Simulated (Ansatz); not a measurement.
# YP: how the settings move a single-point run

Question: which choices in the input matter for YP? The cell is built on a prototype (CsCl type) and needn't be the phase found in nature.

Program: Ansatz 0.2.0. Level of theory: reference: DFT, PBEsol, plane waves, PAW. These are calculated values, not measurements.

6 further runs of the same task are left out: 6 that didn't finish.

**1. The starting structure**

It takes space group Pm-3m (No. 221, cubic). The conventional cell has a = 3.476 Å, b = 3.476 Å, c = 3.476 Å, α = 90.00°, β = 90.00°, γ = 90.00°. Y (site symmetry m-3m) has 8 P at 3.01 Å as nearest neighbours. P (site symmetry m-3m) is surrounded by 8 Y at 3.01 Å.

Coordinates:

```
CELL_PARAMETERS angstrom
3.47606 0.00000 0.00000
0.00000 3.47606 0.00000
0.00000 0.00000 3.47606
ATOMIC_POSITIONS crystal
Y 0.00000 0.00000 0.00000
P 0.50000 0.50000 0.50000
```

**2. The reference run**

The input, input.yaml:

```yaml
crystal:
  lattice:
    - [3.4760620645, 0.0, 0.0]
    - [0.0, 3.4760620645, 0.0]
    - [0.0, 0.0, 3.4760620645]
  atoms:
    - { symbol: "Y", position: [0.0, 0.0, 0.0] }
    - { symbol: P, position: [0.5, 0.5, 0.5] }
kpoints:
  mp_grid: { grid: [6, 6, 6] }
hamiltonian:
  xc: pbesol
scf:
  occupations: { method: fermi_dirac, width: 0.02 }
  n_extra_bands: 4
output:
  forces: true
  stress: true
  eigenvalues: true
```

The run is started by

```bash
$ ansatz run input.yaml --threads 4 --pin off --max-ram 3686MiB --backend cpu --events-out ev --progress --plain --runs-dir out
```

**3. Variant: ecutwfc 500**

input.yaml, as its differences from that of step 2:

```diff
@@ -19 +19,3 @@
   eigenvalues: true
+basis:
+  ecutwfc: 500
```

**4. Changing settings: eigensolver.kind dense**

input.yaml, as its differences from that of step 2:

```diff
@@ -15,2 +15,3 @@
   n_extra_bands: 4
+  eigensolver: { kind: dense }
 output:
```

**5. Variant: mp_grid.grid [8, 8, 1]**

input.yaml, as its differences from that of step 2:

```diff
@@ -9,3 +9,3 @@
 kpoints:
-  mp_grid: { grid: [6, 6, 6] }
+  mp_grid: { grid: [8, 8, 1] }
 hamiltonian:
```

**6. Changed: occupations.method gaussian, occupations.width 0.2**

input.yaml, as its differences from that of step 2:

```diff
@@ -13,3 +13,3 @@
 scf:
-  occupations: { method: fermi_dirac, width: 0.02 }
+  occupations: { method: gaussian, width: 0.2 }
   n_extra_bands: 4
```

**7. Changed: mp_grid.shift [0.5, 0.5, 0.5]**

input.yaml, as its differences from that of step 2:

```diff
@@ -9,3 +9,3 @@
 kpoints:
-  mp_grid: { grid: [6, 6, 6] }
+  mp_grid: { grid: [6, 6, 6], shift: [0.5, 0.5, 0.5] }
 hamiltonian:
```

Before running it: what results should come out? Wanted: for each run, ending; energy change; pressure; gap; force.

As calculated:

```
                                                  run     ending        energy change  pressure (GPa)  gap (eV)  force (eV/Å)  cycles   time
                                            reference  converged                    0            -3.4      0.00          0.00       6  1.3 s
                                       1: ecutwfc 500  converged        -0.3 meV/atom            -3.4      0.00          0.00       6  1.6 s
                            2: eigensolver.kind dense  converged         0.0 meV/atom            -3.4      0.00          0.00       6   28 s
                            3: mp_grid.grid [8, 8, 1]  converged        +1.13 eV/atom             5.3      0.00          0.00       8  1.4 s
4: occupations.method gaussian, occupations.width 0.2  converged  +0.6 meV/atom (σ→0)            -3.4      0.00          0.00       6  1.2 s
                     5: mp_grid.shift [0.5, 0.5, 0.5]  converged       -19.0 meV/atom            -3.7      0.36          0.00       6  1.4 s
```

Residual by cycle in the longest SCF loop of each run; runs are numbered as in the table. The quantity is the density residual dr2, in eV.

```
cycle  reference   run 1    run 2   run 3    run 4    run 5
    1    0.00272  0.0027  0.00249   0.538  0.00295  0.00876
    2     7.0e-4  6.7e-4   5.6e-4   0.319  0.00123   9.3e-4
    3     2.5e-4  2.6e-4   3.5e-4  0.0151   7.4e-5   2.3e-5
    4     2.8e-6  2.7e-6   3.0e-6  9.6e-4   4.5e-6   2.2e-6
    5     7.7e-8  8.5e-8   4.5e-8  2.5e-4   3.0e-7   2.7e-8
    6     3.1e-9  3.8e-9  4.6e-10  9.4e-6   2.1e-8  8.3e-10
    7          -       -        -  6.0e-8        -        -
    8          -       -        -  1.9e-9        -        -
```

Of the variants the dearest is «eigensolver.kind dense» (28 s), the cheapest «occupations.method gaussian, occupations.width 0.2» (1.2 s), on a shared host.
